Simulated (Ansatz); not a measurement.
**FGeH2S− (SMILES [F][GeH2][S-]): functionals against CCSD(T) at one geometry**

Aim: energy, forces and dipole at a structure displaced at random from a GFN2-xTB minimum, from CCSD(T) and from density functionals.

Computed with Ansatz 0.2.0, Gaussian basis. Level: single points in def2-TZVPPD.

Correlated methods freeze the cores. Filled d shells of the heavier atoms are correlated.

### 1 Starting geometry

SMILES `[F][GeH2][S-]`, 5 atoms, charge -1, spin multiplicity 1.

Atoms are counted from 1 here; the program's logs count them from 0.

Bond lengths: F1–Ge2 1.790 Å, Ge2–S3 2.117 Å, Ge2–H4 1.779 Å, Ge2–H5 1.798 Å. Angles: F1–Ge2–S3 125.6°, F1–Ge2–H4 92.2°, F1–Ge2–H5 90.4°, S3–Ge2–H4 120.1°, S3–Ge2–H5 119.9°, H4–Ge2–H5 101.6°.

Coordinates:

```xyz
5
charge -1, multiplicity 1
F    -0.0838   -0.5767    1.6287
Ge   -0.0914    0.0672   -0.0413
S    -1.5491    1.3693   -0.8546
H     0.1483   -1.5509   -0.7402
H     1.6040    0.6316    0.1558
```

### 2 CCSD(T)/def2-TZVPPD

run/in.yaml reads:

```yaml
crystal:
  periodic: [false, false, false]
  atoms:
    - {symbol: F, position_ang: [-0.083800, -0.576700, 1.628700]}
    - {symbol: Ge, position_ang: [-0.091400, 0.067200, -0.041300]}
    - {symbol: S, position_ang: [-1.549100, 1.369300, -0.854600]}
    - {symbol: H, position_ang: [0.148300, -1.550900, -0.740200]}
    - {symbol: H, position_ang: [1.604000, 0.631600, 0.155800]}
basis:
  gaussian: {orbitals: "def2-TZVPPD.json"}
total_charge: -1
correlation: {method: ccsd_t}
output: {forces: true}
```

The basis file named in the input lies beside it (Basis Set Exchange, JSON).

The command line of these runs was not kept.

### 3 PBE0-D4/def2-TZVPPD

run/in.yaml: that of step 2 with these lines changed.

```diff
@@ -11,3 +11,3 @@
 total_charge: -1
-correlation: {method: ccsd_t}
-output: {forces: true}
+hamiltonian: {xc: pbe0, dispersion: d4}
+output: {forces: true, orbitals: {seedname: orbitals}}
```

### 4 wB97M-V/def2-TZVPPD

run/in.yaml: that of step 3 with these lines changed.

```diff
@@ -11,3 +11,3 @@
 total_charge: -1
-hamiltonian: {xc: pbe0, dispersion: d4}
-output: {forces: true, orbitals: {seedname: orbitals}}
+hamiltonian: {xc: {name: wB97M-V}}
+output: {forces: true}
```

### 5 r2SCAN-D4/def2-TZVPPD

run/in.yaml: that of step 4 with these lines changed.

```diff
@@ -11,3 +11,3 @@
 total_charge: -1
-hamiltonian: {xc: {name: wB97M-V}}
+hamiltonian: {xc: r2scan, dispersion: d4}
 output: {forces: true}
```

### 6 PBE-D4/def2-TZVPPD

run/in.yaml: that of step 5 with these lines changed.

```diff
@@ -11,3 +11,3 @@
 total_charge: -1
-hamiltonian: {xc: r2scan, dispersion: d4}
+hamiltonian: {xc: pbe, dispersion: d4}
 output: {forces: true}
```

### 7 r2SCANh-D4/def2-TZVPPD

run/in.yaml: that of step 6 with these lines changed.

```diff
@@ -11,3 +11,3 @@
 total_charge: -1
-hamiltonian: {xc: pbe, dispersion: d4}
+hamiltonian: {xc: {name: r2SCANh}, dispersion: d4}
 output: {forces: true}
```

### 8 revPBE-D4/def2-TZVPPD

run/in.yaml: that of step 7 with these lines changed.

```diff
@@ -11,3 +11,3 @@
 total_charge: -1
-hamiltonian: {xc: {name: r2SCANh}, dispersion: d4}
+hamiltonian: {xc: {name: revPBE}, dispersion: d4}
 output: {forces: true}
```

(Steps that only read results are left out.)

What does the calculation give? Wanted: RMS force component; RMS force error; HOMO and LUMO, PBE0-D4; T1 diagnostic.

As calculated:

```
              quantity                                                                                                value
   RMS force component                                                                 0.992 to 1.144 eV/Å over the methods
       RMS force error  PBE0-D4 0.099, wB97M-V 0.079, r2SCAN-D4 0.113, PBE-D4 0.288, r2SCANh-D4 0.100, revPBE-D4 0.340 eV/Å
HOMO and LUMO, PBE0-D4                                                                                    -1.73 and 3.57 eV
         T1 diagnostic                                                                                                0.013
```

In words: On forces the order runs from wB97M-V to revPBE-D4. Frozen-core CCSD(T) forces in triple zeta carry basis errors of their own, and this is one geometry, so small gaps rank nothing.
